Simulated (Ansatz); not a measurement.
VCrC2:

```
Cr V C
1.0
     1.46063    0.84330    4.73939
    -1.46063    0.84330    4.73939
     0.00000   -1.68659    4.73939
Cr V C
1 1 2
Direct
  0.50000 0.50000 0.50000
  0.00000 0.00000 0.00000
  0.24876 0.24876 0.24876
  0.75124 0.75124 0.75124
```

The cell comes from a database or a generator and needn't be the stable form of this composition.

Base run:

```yaml
Program: Ansatz 0.2.0
Functional: PBE
Potentials_or_basis: Ansatz PAW
Cutoff: "420 eV (not typed: the program's choice for these potentials)"
k_mesh: 11 × 11 × 11
Occupations: fermi-dirac, width 0.05 eV
Spin: collinear spin, ferromagnetic start
Starting_moments: "[3.0, 2.0, 0.0, 0.0] μB"
Hubbard_terms: Cr d U = 1 eV, V d U = 1 eV
```

Its results: band gap on the k mesh none (metal or under the smearing width); pressure 6.0 GPa; net moment 1.58 μB per cell; site moments Cr +1.66; V -0.12; C -0.09 μB; largest force 0.210 eV/Å.

Question: After a change of settings the same cell gave: band gap on the k mesh none (metal or under the smearing width); pressure 10.1 GPa; net moment 1.70 μB per cell; site moments Cr +1.91; V -0.23; C -0.10 μB; largest force 0.465 eV/Å. Which change was it?
A. hubbard terms from Cr d U = 1 eV, V d U = 1 eV to Cr d U = 2 eV, V d U = 2 eV
B. hubbard terms from Cr d U = 1 eV, V d U = 1 eV to none; hubbard projectors from ortho-atomic (the default) to none
C. hubbard terms from Cr d U = 1 eV, V d U = 1 eV to Cr d U = 3 eV, V d U = 3 eV

Answer: A.

Caveats: the magnetic or orbital state may not be the lowest; the U is typed as a test and isn't derived for this compound; the starting moments weren't kept.
